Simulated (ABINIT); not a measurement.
A calculation with ABINIT 10.8.3 (patched build) of InO (native input, structure typed inline):

The input run.abi:

```
# Pseudopotentials
pp_dirpath "./"
pseudos "In.GGA_PBE-JTH.xml, O.GGA_PBE-JTH.xml"

# Structure
acell 3*1.0 Angstrom
rprim
     3.4536138013     0.0000000000     0.0000000000
    -1.7268069007     2.9909172868     0.0000000000
     0.0000000000     0.0000000000    15.8771000000
ntypat 2
znucl 49 8
natom 4
typat 1 1 2 2
xred
     0.6666666667     0.3333333333     0.4099790000
     0.6666666667     0.3333333333     0.5900210000
     0.0000000000     0.0000000000     0.3601330000
     0.0000000000     0.0000000000     0.6398670000

# Plane-wave basis
ecut 23.0
pawecutdg 45.0
pawxcdev 0

# k points
kptopt 1
ngkpt 9 9 2
nshiftk 1
shiftk 0.0 0.0 0.0

# Exchange and correlation
ixc 11

# Bands and occupations
nband 23
occopt 3
tsmear 0.05 eV

# SCF cycle
nstep 100
tolvrs 1.0e-9

# Output
iomode 3
prtwf 0
prtden 0
prteig 0
prtebands 0
enunit 2
```

Potentials or basis: JTH PAW PBE v2.0.

Launch:

```console
$ abinit run.abi > log 2>&1
```

Problem. Write the same calculation in another form: ASE script, structure typed inline.

Solution. As run:

The input run.py:

```python
import json, os
import numpy as np
from ase.units import GPa
from ase.calculators.abinit import Abinit, AbinitProfile
from ase import Atoms

atoms = Atoms(['In', 'In', 'O', 'O'],
              cell=[[3.4536138013, 0.0, 0.0], [-1.7268069007, 2.9909172868, 0.0], [0.0, 0.0, 15.8771]],
              scaled_positions=[[0.6666666667, 0.3333333333, 0.409979], [0.6666666667, 0.3333333333, 0.590021], [0.0, 0.0, 0.360133], [0.0, 0.0, 0.639867]],
              pbc=True)

profile = AbinitProfile(command='abinit', pp_paths=[os.path.abspath('pseudos')])
params = dict(
    pps='pawxml', xc='PBE',
    ecut=625.8619,
    pawecutdg=1224.5124,
    pawxcdev=0,
    kptopt=1,
    ngkpt=[9, 9, 2],
    nshiftk=1,
    shiftk=[0.0, 0.0, 0.0],
    ixc=11,
    nband=23,
    occopt=3,
    tsmear=0.05,
    nstep=100,
    tolvrs=1e-09,
    prtwf=0,
    prtden=0,
)

atoms.calc = Abinit(profile=profile, directory='run', **params)
energy = atoms.get_potential_energy()
forces = atoms.get_forces()
stress = atoms.get_stress()
print(f'energy {energy:.6f} eV')
print('forces (eV/A)')
print(np.round(forces, 5))
print('stress (GPa, Voigt, tension positive)', np.round(stress / GPa, 4))
json.dump(dict(energy=energy, forces=forces.tolist(), stress=stress.tolist(), cell=atoms.cell.tolist(), frac=atoms.get_scaled_positions(wrap=False).tolist()), open('results.json', 'w'))
```

Potentials or basis: JTH PAW PBE v2.0.

Launch:

```bash
$ python run.py
```

Both were run:

|  | native input, structure typed inline | ASE script, structure typed inline |
| --- | --- | --- |
| Largest force | 0.087 eV/Å | 0.087 eV/Å |
| Band gap on the k mesh | 0.35 eV, indirect (least direct gap 1.08 eV) | 0.35 eV, indirect (least direct gap 1.08 eV) |
| Valence electrons inside the program's atomic spheres | In 11.20; O 4.49 | In 11.20; O 4.49 |

Keys that steer only the numerical path or the files written may differ.

Caveat: spin-orbit coupling is left out, which moves the levels of the heavy elements.
